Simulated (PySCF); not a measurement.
# ClO2Se: the cost of one run

Programs: PySCF 2.14.0. All values are calculated, for the isolated system unless a continuum is named. Atoms count from 0, parts from 1.

### Step 1. Starting point

4 atoms, charge -1, multiplicity 1; geometry: GFN2-xTB. Parts: 1 = atoms 0–2, `O=[Se]=O`, charge 0; 2 = atom 3, `[Cl-]`, charge -1. In the given geometry Se1 and Cl3 of different parts are bonded (2.29 Å), so values for the parts refer to these atom groups.

### Step 2. Geometry optimisation at PBE0-D3(BJ)/def2-TZVPD

Job settings and geometry (Å):

```
{"job": {"xc": "PBE0", "basis": "def2-TZVPD", "d3": "d3bj", "grid": 3, "kind": "geom", "shake": 0.01}, "charge": -1, "multiplicity": 1, "parts": [{"atoms": "0-2", "charge": 0, "multiplicity": 1}, {"atoms": "3-3", "charge": -1, "multiplicity": 1}]}
O     -0.942972     0.149132     0.794713
Se    -0.382728     0.108626    -0.706168
O      1.204943     0.180619    -0.616322
Cl    -0.827005     2.229624    -1.450246
```

Started as:

```
OMP_NUM_THREADS=1 python cluster_run.py task.json out
```

One launch serves the whole session: the jobs run in the order shown.

Q: Estimate the wall time and peak memory of this first job on 1 thread of Arm Neoverse N1, shared host.

About 2.1 min, with a peak of 0.67 GiB.
